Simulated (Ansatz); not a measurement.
# [AlF6]3-: geometry, orbitals and charge

What does [AlF6]3- look like as a singlet, and where do its frontier electrons sit?

Method: RKS PBE0-D4/def2-TZVPD; program: Ansatz 0.2.0, Gaussian basis.

The runs, in order: relaxation at r2SCAN-D4/def2-SVPD; a single point at PBE0-D4/def2-TZVPD.

2 further runs of the same task are left out: 2 set aside as unsound or not needed.

## Step 1: Where the work starts

7 atoms, charge -3, spin multiplicity 1.

Atoms are counted from 1 here; the program's logs count them from 0.

Bond lengths: Al1–F2 1.884 Å, Al1–F3 1.885 Å, Al1–F4 1.884 Å, Al1–F5 1.884 Å, Al1–F6 1.883 Å, Al1–F7 1.882 Å. Angles: F2–Al1–F3 179.9°, F2–Al1–F4 90.0°, F2–Al1–F5 89.9°, F2–Al1–F6 90.1°, F2–Al1–F7 90.0°, F3–Al1–F4 90.1°, F3–Al1–F5 90.0°, F3–Al1–F6 90.0°, F3–Al1–F7 89.9°, F4–Al1–F5 179.9°, F4–Al1–F6 90.0°, F4–Al1–F7 90.0°, F5–Al1–F6 90.0°, F5–Al1–F7 90.0°, F6–Al1–F7 179.9°.

The ion is computed in the gas phase, without counter-ions or solvent.

The start is a GFN2-xTB (ALPB water) geometry.

## Step 2: Relaxation at r2SCAN-D4/def2-SVPD

in.yaml

```yaml
crystal:
  periodic: [false, false, false]
  atoms:
    - {symbol: Al, position_ang: [0.000350, 0.000010, 0.000410]}
    - {symbol: F, position_ang: [-0.021600, -0.011860, 1.884230]}
    - {symbol: F, position_ang: [0.019020, 0.010020, -1.884400]}
    - {symbol: F, position_ang: [1.883950, 0.006620, 0.021080]}
    - {symbol: F, position_ang: [-1.883750, -0.005360, -0.019140]}
    - {symbol: F, position_ang: [-0.005330, 1.882990, 0.009320]}
    - {symbol: F, position_ang: [0.007360, -1.882420, -0.011500]}
basis:
  gaussian: {orbitals: def2-SVPD}
total_charge: -3
hamiltonian: {xc: r2scan, dispersion: d4}
scf: {lower_state_search: "off"}
output: {orbitals: {seedname: orbitals}}
relax: {f_tol: 0.02, max_steps: 100}
```

On the command line:

```console
> ansatz run in.yaml --threads 4 --pin off --events-out ev --progress --plain --max-ram 4787MiB
```

The runs that follow: Single point, PBE0-D4/def2-TZVPD.

Before running them: what should the planned runs give, taken together? Wanted: point group; commonest bond; HOMO, LUMO at PBE0-D4/def2-TZVPD.

As calculated:

| quantity | value |
| --- | --- |
| point group | Oh |
| commonest bond | Al–F, 6 of mean length 1.897 Å |
| HOMO, LUMO at PBE0-D4/def2-TZVPD | 5.58, 10.87 eV |

**Reading.** The molecule keeps its bonding pattern by the stored test; the atoms moved 0.01 Å (rms). No usable vibrations, so a minimum isn't proven. The HOMO lies nearest to 4 F atoms about 25 % each and the LUMO to 6 F atoms about 17 % each. Doubts on the single point: highest occupied level lies above zero.
